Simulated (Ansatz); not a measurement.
InP, space group F-43m, a convergence test of the k-point mesh

Program: Ansatz 0.2.0 through its Python package.

`kconv.py`
```python
# -*- coding: utf-8 -*-
"""k-point test for InP."""

import csv

import ansatz as az


def main():
    structure = (
        az.Lattice.fcc(5.861)
        .space_group(216)
        .atom("In", (0.0, 0.0, 0.0))
        .atom("P", (0.25, 0.25, 0.75))
        .primitive()
    )

    calculation = structure.calculation().functional("PBE").occupations("fixed")

    rows = []
    for value in [(2, 2, 2), (4, 4, 4), (6, 6, 6), (8, 8, 8)]:
        data = calculation.kpoints(*value).run().report
        rows.append((value, data["free_energy_ev"] / len(data["lattice"]["sites"]), data["n_iterations"], data["n_kpoints"]))

    with open("kconv.csv", "w", newline="") as handle:
        writer = csv.writer(handle)
        writer.writerow(["mesh", "F/atom (eV)", "iterations", "k-points"])
        writer.writerows([round(v, 5) if isinstance(v, float) else v for v in row] for row in rows)

    # the last row is the reference
    for row in rows[:-1]:
        shift = 1000 * (row[1] - rows[-1][1])
        print(f"{row[0]}: {shift:+.2f} meV/atom" + ("  (within 2 meV)" if abs(shift) < 2 else ""))


if __name__ == "__main__":
    main()
```

```console
$ python kconv.py
DeckWarning: basis.ecutwfc = 420 eV, auto-derived from the records' recommended cutoffs: set by In (normal level)
(2, 2, 2): +909.04 meV/atom
(4, 4, 4): +54.27 meV/atom
(6, 6, 6): +5.33 meV/atom
```
(Warnings from the package without file and line.)

`kconv.csv`, as written:
```csv
mesh,F/atom (eV),iterations,k-points
"(2, 2, 2)",-3176.08146,7,3
"(4, 4, 4)",-3176.93623,7,8
"(6, 6, 6)",-3176.98517,6,16
"(8, 8, 8)",-3176.9905,6,29
```

Of the deposited cell: the entry's cell lengths or inner coordinates differ somewhat from later room-temperature determinations. The starting cell is as deposited in a crystallographic database; the results hold for this polymorph, which needn't be the stable one. Shifts are counted from the finest mesh, which is itself no proven limit. It ran for 3.5 s on 1 thread of Intel(R) Xeon(R) Processor @ 2.30GHz, on a shared host, peak memory 0.47 GiB.
